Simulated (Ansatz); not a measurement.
NaLaMnMoO6:

```xyz
20
Lattice="5.4052 0.0014 0.0015 0.0746 5.4046 -0.0118 0.0304 -0.0143 8.2208" Properties=species:S:1:pos:R:3 pbc="T T T"
Na    2.7815    2.7347    2.0499
Na    2.7288    2.6570    6.1606
La    0.0738    0.0631    2.0551
La    5.4365    5.3286    6.1553
Mn    2.7026    0.0007    0.0007
Mn    0.0525    2.6951    4.1045
Mo    0.0373    2.7023   -0.0059
Mo    2.7178   -0.0065    4.1111
O     5.1705    2.9313    1.9060
O     0.3397    2.4604    6.3045
O     1.5424    1.5135    0.3942
O     3.9679    3.8782    7.8163
O     1.1984    4.3047    8.2077
O     4.3118    1.0870    0.0027
O     2.4937    0.2699    6.0216
O     3.0165    5.1218    2.1889
O     1.1608    4.2891    4.0933
O     4.3495    1.1026    4.1172
O     1.5486    1.5136    3.7103
O     3.9617    3.8780    4.5001
```

The cell was built by a generator and needn't be a form met in nature.

Base run:

* Program: Ansatz 0.2.0
* Functional: PBE
* Potentials or basis: SPMS NC
* Cutoff: 1034 eV
* Density cutoff: 4136 eV
* k mesh: 5 × 5 × 4
* Occupations: fermi-dirac, width 0.05 eV
* Spin: collinear spin, ferromagnetic start
* Starting moments: [0.0, 0.0, 0.0, 0.0, 4.0, 4.0, 1.0, 1.0, 0.0, 0.0, 0.0, 0.0, 0.0, 0.0, 0.0, 0.0, 0.0, 0.0, 0.0, 0.0] μB

Its results: band gap on the k mesh none (metal or under the smearing width); pressure 0.4 GPa; net moment 7.06 μB per cell; site moments Na -0.00; La -0.01; Mn +3.13, +3.12; Mo -0.17; O +0.06, +0.02 μB; largest force 0.083 eV/Å.

Task: The run is repeated on the same cell with these changes: potentials or basis from SPMS NC to Ansatz PAW earlier set; cutoff from 1034 eV to 900 eV; density cutoff from 4136 eV to 4500 eV. What comes out?

Result: Band gap on the k mesh none (metal or under the smearing width); pressure 0.0 GPa; net moment 6.82 μB per cell; site moments Na -0.00; La -0.01; Mn +3.04; Mo -0.18; O +0.06, +0.02 μB; largest force 0.040 eV/Å.

Caveats: semilocal functionals often make such compounds metallic where correlation or magnetic order opens a gap, which also shifts bond lengths; only a ferromagnetic start was run, and an antiferromagnetic order may lie lower in energy.

Not every run made on this cell is shown here.
